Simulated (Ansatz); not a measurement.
# Cl2HO2V: basis-set convergence

An exercise on one series of results from a longer session: the logs are not shown, and one member is left open.

Method: one geometry, several basis sets; program: Ansatz 0.2.0, Gaussian basis.

Plan: PBE0-D4/def2-SVP; ωB97M-V/def2-SVP; PBE0-D4/def2-QZVPP; ωB97M-V/def2-QZVPP; the functionals' def2-TZVPP values are taken from earlier runs.

### The geometry

The geometry comes from an earlier relaxation with PBE0-D4 in a triple-zeta def2 set; it is a stationary point.

SMILES `[O]=[V]([OH])([Cl])[Cl]`, 6 atoms, charge 0, spin multiplicity 1.

Atoms are counted from 1 here; the program's logs count them from 0.

Bond lengths: O1–V2 1.544 Å, V2–O3 1.737 Å, V2–Cl4 2.143 Å, V2–Cl5 2.143 Å, O3–H6 0.963 Å. Angles: O1–V2–O3 108.4°, O1–V2–Cl4 108.6°, O1–V2–Cl5 108.6°, O3–V2–Cl4 110.2°, O3–V2–Cl5 110.2°, Cl4–V2–Cl5 110.8°, V2–O3–H6 122.9°.

Coordinates:

```xyz
6
Cl2HO2V
O    -1.2556    0.0977    1.0205
V    -0.2685    0.1178   -0.1662
O     1.2587   -0.5035    0.3812
Cl   -1.0544   -1.1197   -1.7298
Cl   -0.0477    2.1412   -0.8376
H     1.4095   -0.7974    1.2857
```

The first run:

in.yaml

```yaml
crystal:
  periodic: [false, false, false]
  atoms:
    - {symbol: O, position_ang: [-1.255650, 0.097745, 1.020522]}
    - {symbol: V, position_ang: [-0.268479, 0.117756, -0.166245]}
    - {symbol: O, position_ang: [1.258702, -0.503470, 0.381229]}
    - {symbol: Cl, position_ang: [-1.054374, -1.119733, -1.729787]}
    - {symbol: Cl, position_ang: [-0.047664, 2.141152, -0.837649]}
    - {symbol: H, position_ang: [1.409465, -0.797450, 1.285730]}
basis:
  gaussian: {orbitals: def2-SVP}
hamiltonian: {xc: pbe0, dispersion: d4}
output: {orbitals: {seedname: orbitals}}
```

Steps of the session up to this table: PBE0-D4 in def2-SVP; ωB97M-V in def2-SVP; PBE0-D4 in def2-QZVPP; ωB97M-V in def2-QZVPP.

One of the session's tables, all rows but one given; the rest of the session is left out.

It belongs to the step «Density functionals: the series». 

```
functional       basis  HOMO (eV)  LUMO (eV)
   PBE0-D4    def2-SVP          ?          ?
   PBE0-D4  def2-TZVPP      -9.35      -3.79
   PBE0-D4  def2-QZVPP      -9.37      -3.81
   ωB97M-V    def2-SVP     -11.32      -1.60
   ωB97M-V  def2-TZVPP     -11.53      -1.62
   ωB97M-V  def2-QZVPP     -11.56      -1.66
```

**Question.** Estimate the row for PBE0-D4, def2-SVP.

As computed: HOMO (eV): -9.21; LUMO (eV): -3.81. In the column «HOMO (eV)» it is the highest.
